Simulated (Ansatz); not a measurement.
# Hf2Pd2Se2Br2O3 (P-3m1) in Ansatz: settings compared

Aim: see how the results for Hf2Pd2Se2Br2O3 move with the level of theory and the settings. Levels: revPBE, r2SCAN. Tasks: band structure.

All numbers are computed with Ansatz 0.2.0; they aren't measurements. Logs are shortened: lines on timing, memory, paths and dates and some standing lists are left out, and cuts for length are marked.

### 1 Starting point

The structure is trigonal, space group P-3m1 (No. 164). The conventional cell has a = 3.726 Å, b = 3.726 Å, c = 17.009 Å, α = 90.00°, β = 90.00°, γ = 120.00°. Around Hf (site symmetry 3m) lie 7 O at 2.15 to 2.43 Å. Around Pd (site symmetry 3m) lie 3 Se at 2.51 Å and 3 Br at 2.70 Å. Around Se (site symmetry 3m) lie 3 Pd at 2.51 Å and 1 Hf at 2.73 Å. Br (site symmetry 3m) is surrounded by 3 Pd at 2.70 Å. O (site symmetry 3m) is surrounded by 4 Hf at 2.15 to 2.37 Å. O (site symmetry -3m) is surrounded by 6 Hf at 2.43 Å and 6 O at 2.48 Å.

The cell was built by a generator and needn't be a form met in nature.

### 2 Band structure, revPBE

The input, input.yaml:

```yaml
crystal:
  lattice:
    - [3.72613, 0.0, 0.0]
    - [-1.86306, 3.22692, 0.0]
    - [0.0, 0.0, 17.00867]
  atoms:
    - { symbol: Hf, position: [0.66667, 0.33333, 0.93385] }
    - { symbol: Hf, position: [0.33333, 0.66667, 0.06615] }
    - { symbol: Pd, position: [0.0, 0.0, 0.30298] }
    - { symbol: Pd, position: [0.0, 0.0, 0.69702] }
    - { symbol: Se, position: [0.33333, 0.66667, 0.22649] }
    - { symbol: Se, position: [0.66667, 0.33333, 0.77351] }
    - { symbol: Br, position: [0.66667, 0.33333, 0.39862] }
    - { symbol: Br, position: [0.33333, 0.66667, 0.60138] }
    - { symbol: O, position: [0.33333, 0.66667, 0.92689] }
    - { symbol: O, position: [0.66667, 0.33333, 0.07311] }
    - { symbol: O, position: [0.0, 0.0, 0.0] }
hamiltonian:
  xc: revpbe
  pseudopotentials: { kind: paw }
kpoints:
  mp_grid: { grid: [8, 8, 2] }
  band_path:
    path:
      - [[0.0, 0.0, 0.0], [0.5, 0.0, 0.0], [0.3333333333, 0.3333333333, 0.0], [0.0, 0.0, 0.0], [0.0, 0.0, 0.5], [0.5, 0.0, 0.5], [0.3333333333, 0.3333333333, 0.5], [0.0, 0.0, 0.5]]
      - [[0.5, 0.0, 0.5], [0.5, 0.0, 0.0]]
      - [[0.3333333333, 0.3333333333, 0.0], [0.3333333333, 0.3333333333, 0.5]]
    npoints: 10
scf:
  occupations: { method: fermi_dirac, width: 0.05 }
  n_extra_bands: 27
output:
  forces: true
  stress: true
  eigenvalues: true
  fatbands: false
```

Potentials or basis: Ansatz PAW.

Command:

```
> ansatz run input.yaml --threads 8 --pin off --max-ram 20480MiB --backend cpu --events-out ev --progress --plain --runs-dir out
```

Log:

```text
Warning: the atoms were moved onto the symmetric positions of the space group found under crystal.symmetry.tolerance 1.0e-5 (fractional; no operation is sought that the atoms, as they stand in a round, miss by more than twice it, and no atom is moved by as much as it), and the run uses the moved positions. Before a round's move an operation carried an atom to 3.73e-5 Å from where it should land, the largest such distance. Atom 0 (counting from 0) moved farthest, by 2.15e-5 Å; the longest move in fractions of the cell, of whichever atom, is 0.47 of the tolerance, in 1 round. To run the atoms as typed, lower crystal.symmetry.tolerance until the operations that they miss are no longer found, or set crystal.symmetry.detect: false (a key that needs symmetry detection or time reversal refuses this as the deck is read). The positions used, in the order of the run's atom list: position: [0.6666666666666666, 0.3333333333333333, 0.93385]; position: [0.3333333333333333, 0.6666666666666666, 0.06615]; position: [0.0, 0.0, 0.30298]; position: [0.0, 0.0, 0.69702]; position: [0.3333333333333333, 0.6666666666666666, 0.22649]; position: [0.6666666666666666, 0.3333333333333333, 0.77351]; position: [0.6666666666666666, 0.3333333333333333, 0.39862]; position: [0.3333333333333333, 0.6666666666666666, 0.60138]; position: [0.3333333333333333, 0.6666666666666666, 0.92689]; position: [0.6666666666666666, 0.3333333333333333, 0.07311]; position: [0.0, 0.0, 0.0]; The lattice was moved too: crystal.lattice keeps the space group found at crystal.symmetry.tolerance 1.0e-5 only nearly: the operation that it misses by the most changes a squared length by the fraction 3.29e-6. The run uses the lattice that is a stretch of the typed one, with no rotation, onto the one that keeps every operation to a double's rounding (on a very oblique basis the stretch itself rounds by more); the deck's lattice vector that moved farthest moved by 3.44e-6 Å. To run the lattice as typed, set crystal.symmetry.tolerance under 1.88e-7, the least fraction by which an operation that the lattice misses changes a squared length (the same key also sets how far an atom may lie from its image, so lowering it can lose operations that the atoms keep only within it), or set crystal.symmetry.detect: false, as for the atoms. crystal.lattice made exact, in Å and degrees: [[3.726128130654974, -2.886751346029518e-6, 0.0], [-1.8630615653274871, 3.2269230622787024, 0.0], [0.0, 0.0, 17.00867]]. Pasted over the deck's crystal.lattice, beside positions in fractional coordinates, it runs the same cell (given as lengths and angles, that cell in the form's own orientation, a rigid turn of the misfit's size from the one run here, for which a checkpoint.post_process_only pass over this run's state can be refused: where this run relaxes nothing, give such a pass this deck's own crystal.lattice, as typed; behind a relaxation, as crystal.lattice, the state's own cell, identity.cell in its checkpoint.json), and a matrix so pasted ends this notice, except on a very skew basis of the lattice, where the rounding of the pasted numbers themselves can read as a misfit: the cell is then moved again, and that move is told again. The lattice as run is in this notice's lattice.as_run_ang field (Run.prep()["deck_notices"] in Python, the deck_notice line of an events file, deck_notices of ansatz run --dry-run=json, or deck_notices in record.json in the deck's checkpoint.write directory).
Warning: RAYON_NUM_THREADS=8 ignored (pool sized by the plan → 8); use --threads N
scf.n_extra_bands = 27 over 76 filled bands (N_el = 152.0): the run solves 103 bands
Engine: ansatz 0.2.0, aarch64-unknown-linux-gnu
Pseudopotentials: kind: paw
Pseudopotential: Hf, paw, valence charge 26, recommended cutoff 420 eV (normal), Hf.paw.azcp
Pseudopotential: Pd, paw, valence charge 18, recommended cutoff 420 eV (normal), Pd.paw.azcp
Pseudopotential: Se, paw, valence charge 16, recommended cutoff 420 eV (normal), Se.paw.azcp
Pseudopotential: Br, paw, valence charge 7, recommended cutoff 420 eV (normal), Br.paw.azcp
Pseudopotential: O, paw, valence charge 6, recommended cutoff 420 eV (normal), O.paw.azcp
Functional definition: revPBE
  parameter kappa = 1.245
  parameter beta = 0.06672455060314922
  exchange = pbe_x(kappa = kappa, mu = beta*pi^2/3)
  correlation = pbe_c(beta = beta)
Crystal: 11 atoms, lattice volume = 204.511 Å³
Basis set: ecut = 420 eV, 3993 PW (Γ), exchange–correlation on 50×50×240 points (8 copies of the dense FFT grid, shifted against one another)
Bands: 103, of which v1, the nominal top of the filled ones, is band 76 counted from 1 (75 counted from 0)
Symmetry: 12 space group operations
Space group: P-3m1 (ITA 164), of the structure as read, at distance tolerance 5.9e-5 Å
[... 50 lines left out ...]
  E_vxc        = -1636.246624  (∫ρ·V_xc dr)
  E_paw        = -30191.270494  (= ΣΔE_a)
  E_vpaw       = 2507.570096  (= ΣTr[D̂ρ^β])
  E_aug_tail   = 0.006322  (compensation charges beyond the density's cutoff)
  E_ewald      = -5195.548527
  E_core_change = -0.947232  (= ΣΔE_core)
  E_smearing   = -0.084769  (= −TS)
  E_closure    = 0.000000  (closes the sum)
  Σ components = -63653.231491   (vs F -63653.231491, Δ=0.00e0)
--- Forces (eV/Å), atoms counted from 1 ---
  atom   1  Hf    -0.00000000     0.00000000    -0.04574568
  atom   2  Hf     0.00000000    -0.00000000     0.04574568
  atom   3  Pd    -0.00000000     0.00000000    -0.02261957
  atom   4  Pd     0.00000000    -0.00000000     0.02261957
  atom   5  Se    -0.00000000     0.00000000    -0.05283026
  atom   6  Se     0.00000000    -0.00000000     0.05283026
  atom   7  Br     0.00000000    -0.00000000     0.10633123
  atom   8  Br    -0.00000000     0.00000000    -0.10633123
  atom   9  O      0.00000000    -0.00000000    -0.10812528
  atom  10  O     -0.00000000     0.00000000     0.10812528
  atom  11  O      0.00000000    -0.00000000     0.00000000
  max |Σ_I F_I| component: 2.78e-17 eV/Å
--- Stress (GPa, compression-positive) ---
        2.320691       0.000000       0.000000
        0.000000       2.320691       0.000000
        0.000000       0.000000       1.945905
  P = ⅓ Tr σ = 2.1958 GPa (21.958 kbar)
--- Band table (eV; the first three rows and the last of 20) ---
  k-point 0: bands = ["-73.0274", "-73.0274", "-51.8458", "-51.8054", "-38.7878", "-38.7878", "-38.7658", "-38.7658", "-38.7658", "-38.7658", "-36.6336", "-36.6336", "-36.6336", "-36.6336", "-36.5766", "-36.5766", "-36.5766", "-36.5766", "-36.5584", "-36.5584", "-20.7165", "-20.4823", "-20.4823", "-20.3620", "-20.3620", "-20.3318", "-9.3456", "-8.5207", "-6.7142", "-3.8555", "-3.7558", "-2.2369", "-2.2338", "-1.7451", "-1.7451", "-1.7408", "-1.7406", "-1.7406", "-1.7126", "-1.7126", "-1.7040", "-1.7040", "-1.6991", "-1.6947", "-1.6887", "-1.6711", "-1.5898", "3.8771", "3.8771", "5.0211", "5.0211", "5.4089", "5.7668", "6.3586", "6.5721", "6.9965", "6.9965", "7.0019", "7.0019", "7.2461", "8.2599", "8.2599", "8.4992", "8.8049", "8.8049", "8.8051", "8.8051", "9.3617", "9.4178", "9.8376", "10.0913", "10.0913", "10.1617", "10.1617", "11.7851", "11.7851", "12.4410", "12.4410", "13.0734", "13.0734", "14.4142", "14.5299", "15.2292", "15.2292", "15.5887", "15.9967", "16.7645", "16.8380", "17.2227", "17.2693", "17.2693", "18.3716", "18.3716", "18.4118", "19.8535", "19.8535", "19.9178", "19.9178", "20.2513", "21.2670", "21.9965", "22.1902", "22.1902"]
  k-point 1: bands = ["-73.0274", "-73.0274", "-51.8458", "-51.8054", "-38.7878", "-38.7878", "-38.7658", "-38.7658", "-38.7658", "-38.7658", "-36.6336", "-36.6336", "-36.6336", "-36.6336", "-36.5766", "-36.5766", "-36.5766", "-36.5766", "-36.5584", "-36.5584", "-20.7165", "-20.4823", "-20.4823", "-20.3621", "-20.3621", "-20.3318", "-9.3456", "-8.5207", "-6.7142", "-3.8559", "-3.7553", "-2.2451", "-2.2259", "-1.7451", "-1.7451", "-1.7409", "-1.7406", "-1.7406", "-1.7126", "-1.7126", "-1.7040", "-1.7040", "-1.6990", "-1.6947", "-1.6887", "-1.6711", "-1.5896", "3.8770", "3.8770", "5.0211", "5.0211", "5.3486", "5.8879", "6.3954", "6.5098", "6.9986", "6.9986", "6.9999", "6.9999", "7.1203", "8.2598", "8.2598", "8.7576", "8.8046", "8.8046", "8.8055", "8.8055", "9.2040", "9.4415", "9.7817", "10.1128", "10.1128", "10.1384", "10.1384", "11.7973", "11.7973", "12.4201", "12.4201", "13.0850", "13.0850", "14.5228", "14.6954", "15.2278", "15.2278", "15.3993", "15.6204", "16.7231", "17.2607", "17.2694", "17.2694", "17.4469", "18.0566", "18.3708", "18.3708", "19.8720", "19.8720", "19.9002", "19.9002", "20.5481", "20.9792", "21.8432", "22.0644", "22.0644"]
  k-point 2: bands = ["-73.0274", "-73.0274", "-51.8436", "-51.8059", "-38.7878", "-38.7878", "-38.7669", "-38.7669", "-38.7662", "-38.7662", "-36.6337", "-36.6337", "-36.6336", "-36.6336", "-36.5767", "-36.5767", "-36.5765", "-36.5765", "-36.5583", "-36.5583", "-20.7191", "-20.5424", "-20.4949", "-20.3850", "-20.3627", "-20.3158", "-9.1836", "-8.4389", "-6.8322", "-3.7801", "-3.6843", "-2.1724", "-2.1708", "-1.7459", "-1.7454", "-1.7388", "-1.7387", "-1.7363", "-1.7170", "-1.7143", "-1.7048", "-1.7046", "-1.6971", "-1.6951", "-1.6918", "-1.6729", "-1.6073", "4.0381", "4.1557", "4.6714", "5.1692", "5.4555", "5.9188", "6.2200", "6.7284", "6.8110", "6.9442", "7.0498", "7.0560", "7.5751", "7.8822", "8.1005", "8.4857", "8.5005", "8.6706", "8.6761", "8.7676", "9.1426", "9.2400", "9.7115", "10.0088", "10.1479", "10.1985", "10.2122", "11.7450", "11.8381", "11.8594", "12.2980", "12.8864", "13.0525", "14.6140", "14.9759", "15.1462", "15.1965", "15.7434", "16.3402", "16.8707", "17.0216", "17.2061", "17.5145", "17.8303", "17.9288", "18.1431", "18.5731", "19.2162", "19.4029", "20.3088", "20.3500", "20.3911", "20.9116", "21.1065", "21.7532", "21.8660"]
  k-point 19: bands = ["-73.0270", "-73.0270", "-51.8224", "-51.8168", "-38.7874", "-38.7874", "-38.7722", "-38.7722", "-38.7700", "-38.7700", "-36.6341", "-36.6341", "-36.6335", "-36.6335", "-36.5771", "-36.5771", "-36.5760", "-36.5760", "-36.5583", "-36.5583", "-20.7846", "-20.7681", "-20.6521", "-20.4188", "-20.3724", "-20.3483", "-7.9780", "-7.9500", "-7.5023", "-3.2518", "-3.2366", "-1.7804", "-1.7769", "-1.7517", "-1.7436", "-1.7377", "-1.7375", "-1.7305", "-1.7252", "-1.7138", "-1.7091", "-1.7082", "-1.7042", "-1.7010", "-1.6955", "-1.5416", "-1.5337", "3.7884", "3.9555", "5.4136", "5.6414", "5.8317", "6.3944", "6.4555", "6.5536", "6.7542", "6.7595", "7.0958", "7.1903", "7.3364", "7.3932", "7.4855", "7.5200", "7.6699", "8.0909", "8.2525", "8.3840", "8.6164", "9.1848", "9.1909", "9.5659", "9.5779", "9.7689", "9.8006", "10.9803", "11.2857", "11.4995", "11.6902", "11.7482", "13.3266", "13.9606", "14.5823", "14.9995", "15.4734", "15.6251", "15.8470", "16.1869", "16.2188", "17.2636", "17.4199", "18.4729", "18.6255", "19.1558", "19.5612", "19.8876", "19.8915", "20.2994", "20.5036", "20.9220", "21.0811", "21.1356", "21.4003", "21.5374"]
```

Run time: 13 s. Hardware: 8 threads of Arm Neoverse V1, shared host; peak memory 1.7 GiB.

Results:

* Free energy: -63653.2315 eV
* Pressure: 2.2 GPa
* Largest force: 0.108 eV/Å
* Band gap on the k mesh: none (metal or under the smearing width)

Forces on the atoms (eV/Å):
```
Hf   0.000  0.000 -0.046
Hf   0.000  0.000  0.046
Pd   0.000  0.000 -0.023
Pd   0.000  0.000  0.023
Se   0.000  0.000 -0.053
Se   0.000  0.000  0.053
Br   0.000  0.000  0.106
Br   0.000  0.000 -0.106
O    0.000  0.000 -0.108
O    0.000  0.000  0.108
O    0.000  0.000  0.000
```

Levels at the corners of the path, in eV from the Fermi level:
| point | band 73 | band 74 | band 75 | band 76 | band 77 | band 78 |
| --- | --- | --- | --- | --- | --- | --- |
| Γ | -1.48 | -1.48 | 0.15 | 0.15 | 0.80 | 0.80 |
| M | -2.05 | -2.03 | -0.05 | 0.11 | 0.20 | 0.47 |
| K | -1.86 | -1.86 | -0.69 | -0.39 | -0.39 | 0.10 |
| Γ | -1.48 | -1.48 | 0.15 | 0.15 | 0.80 | 0.80 |
| A | -1.50 | -1.50 | 0.16 | 0.16 | 0.78 | 0.78 |
| L | -2.05 | -2.03 | 0.02 | 0.05 | 0.25 | 0.41 |
| H | -1.89 | -1.89 | -0.68 | -0.33 | -0.33 | 0.05 |
| A | -1.50 | -1.50 | 0.16 | 0.16 | 0.78 | 0.78 |
| L | -2.05 | -2.03 | 0.02 | 0.05 | 0.25 | 0.41 |
| M | -2.05 | -2.03 | -0.05 | 0.11 | 0.20 | 0.47 |
| K | -1.86 | -1.86 | -0.69 | -0.39 | -0.39 | 0.10 |
| H | -1.89 | -1.89 | -0.68 | -0.33 | -0.33 | 0.05 |

Caveat: spin-orbit coupling is left out, which moves the levels of the heavy elements; this functional lacks dispersion, which binds the layers, so the pressure and a relaxed spacing across them are unreliable; the PAW data sets come from PBE, with cores solved anew for the run's functional, which leaves a small shift of forces and pressure.

### 3 Band structure, r2SCAN

Edit input.yaml of step 2 so:

```diff
@@ -18,3 +18,3 @@
 hamiltonian:
-  xc: revpbe
+  xc: r2scan
   pseudopotentials: { kind: paw }
@@ -36 +36,5 @@
   fatbands: false
+  write_density: true
+  write_potential: true
+  elf: true
+  volumetric_format: npy
```

Potentials or basis: Ansatz PAW.

Command:

```
> ansatz run input.yaml --threads 8 --pin off --max-ram 20480MiB --backend cpu --events-out ev --progress --plain --runs-dir out
```

It took 24 s on 8 threads of Arm Neoverse V2, shared host; peak memory 2.5 GiB.

The run converged. Its results:

- Free energy: -63695.0780 eV
- Pressure: -2.6 GPa
- Largest force: 0.210 eV/Å
- Band gap on the k mesh: none (metal or under the smearing width)

Forces on the atoms (eV/Å):
```
Hf   0.000  0.000 -0.032
Hf   0.000  0.000  0.032
Pd   0.000  0.000 -0.042
Pd   0.000  0.000  0.042
Se   0.000  0.000 -0.085
Se   0.000  0.000  0.085
Br   0.000  0.000 -0.053
Br   0.000  0.000  0.053
O    0.000  0.000  0.210
O    0.000  0.000 -0.210
O    0.000  0.000  0.000
```

Stress tensor (GPa, compression positive):
```
-2.62  0.00  0.00
 0.00 -2.62  0.00
 0.00  0.00 -2.43
```

Levels at the corners of the path, in eV from the Fermi level:
```
point  band 72  band 73  band 74  band 75  band 76  band 77  band 78  band 79
    Γ    -1.67    -1.60    -1.60     0.18     0.18     0.80     0.80     1.49
    M    -2.53    -2.22    -2.19    -0.05     0.11     0.19     0.47     0.95
    K    -2.16    -2.02    -2.02    -0.65    -0.39    -0.39     0.09     0.09
    Γ    -1.67    -1.60    -1.60     0.18     0.18     0.80     0.80     1.49
    A    -1.65    -1.62    -1.62     0.19     0.19     0.78     0.78     1.50
    L    -2.53    -2.21    -2.19     0.02     0.04     0.25     0.40     0.95
    H    -2.13    -2.05    -2.05    -0.64    -0.34    -0.34     0.04     0.04
    A    -1.65    -1.62    -1.62     0.19     0.19     0.78     0.78     1.50
    L    -2.53    -2.21    -2.19     0.02     0.04     0.25     0.40     0.95
    M    -2.53    -2.22    -2.19    -0.05     0.11     0.19     0.47     0.95
    K    -2.16    -2.02    -2.02    -0.65    -0.39    -0.39     0.09     0.09
    H    -2.13    -2.05    -2.05    -0.64    -0.34    -0.34     0.04     0.04
```

Caveat: spin-orbit coupling is left out, which moves the levels of the heavy elements; the PAW data sets come from PBE, with cores solved anew for the run's functional, which leaves a small shift of forces and pressure.
